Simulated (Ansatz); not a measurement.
# SnSe: the cost of one run

Program: Ansatz 0.2.0. Level of theory: DFT PBE+D3(BJ), scalar-relativistic, plane waves, PAW. These are calculated values, not measurements.

The COD entry's cell or inner coordinates are ideal or old and differ from later refinements, so a difference from it is no clean test against experiment.

4 further runs of the same task are left out: 2 that didn't finish, 2 set aside as unsound or not needed. Runs told in other sessions of the task aren't counted.

### Step 1. Starting point

Symmetry: Pnma, No. 62, orthorhombic system. The conventional cell has a = 11.484 Å, b = 4.167 Å, c = 4.388 Å, α = 90.00°, β = 90.00°, γ = 90.00°. Sn (site symmetry m) is surrounded by 3 Se at 2.77 to 2.82 Å. Around Se (site symmetry m) lie 3 Sn at 2.77 to 2.82 Å.

Coordinates:

```xyz
8
Lattice="11.4836 0.0000 0.0000 0.0000 4.1672 0.0000 0.0000 0.0000 4.3884" Properties=species:S:1:pos:R:3 pbc="T T T"
Sn    1.3511    1.0418    0.4215
Sn   10.1325    3.1254    3.9669
Sn    4.3907    3.1254    2.6157
Sn    7.0929    1.0418    1.7727
Se    9.8414    1.0418    2.0932
Se    1.6422    3.1254    2.2952
Se    7.3840    3.1254    4.2874
Se    4.0996    1.0418    0.1010
```

It is the result of an earlier relaxation at this level (volume 26.25 Å³/atom; gap on the mesh: 0.57 eV).

### Step 2. Zero of energy

The reference gives a free energy of -45979.5173 eV, pressure 0.00 GPa, largest force 0.001 eV/Å and gap on the mesh 0.57 eV. It was computed beforehand with the settings of the runs below.

### Step 3. Setting up biaxial against axial strain

The cell is strained by p along both x and y and by q along z, with fractional coordinates fixed.

### Step 4. p = -0.050, q = -0.050

Contents of input.yaml:

```yaml
crystal:
  lattice:
    - [10.9094347849, 0.0, 0.0]
    - [0.0, 3.9588705154, 0.0]
    - [0.0, 0.0, 4.1689762909]
  atoms:
    - { symbol: Sn, position: [0.1176558967, 0.25, 0.0960558245] }
    - { symbol: Sn, position: [0.8823441033, 0.75, 0.9039441755] }
    - { symbol: Sn, position: [0.3823441033, 0.75, 0.5960558245] }
    - { symbol: Sn, position: [0.6176558967, 0.25, 0.4039441755] }
    - { symbol: Se, position: [0.856994152, 0.25, 0.4769926796] }
    - { symbol: Se, position: [0.143005848, 0.75, 0.5230073204] }
    - { symbol: Se, position: [0.643005848, 0.75, 0.9769926796] }
    - { symbol: Se, position: [0.356994152, 0.25, 0.0230073204] }
basis:
  ecutwfc: 420
kpoints:
  mp_grid: { grid: [4, 8, 8] }
hamiltonian:
  xc: pbe
  dispersion: d3bj
scf:
  occupations: { method: gaussian, width: 0.05 }
output:
  forces: true
  stress: true
  eigenvalues: true
```

Started as:

```
ansatz run input.yaml --threads 2 --pin off --max-ram 5120MiB --backend cpu --events-out ev --progress --plain --runs-dir out
```

Q: Estimate wall time and peak memory on 2 threads of Arm Neoverse V2, shared host.

About 25 s, with a peak of 0.92 GiB.
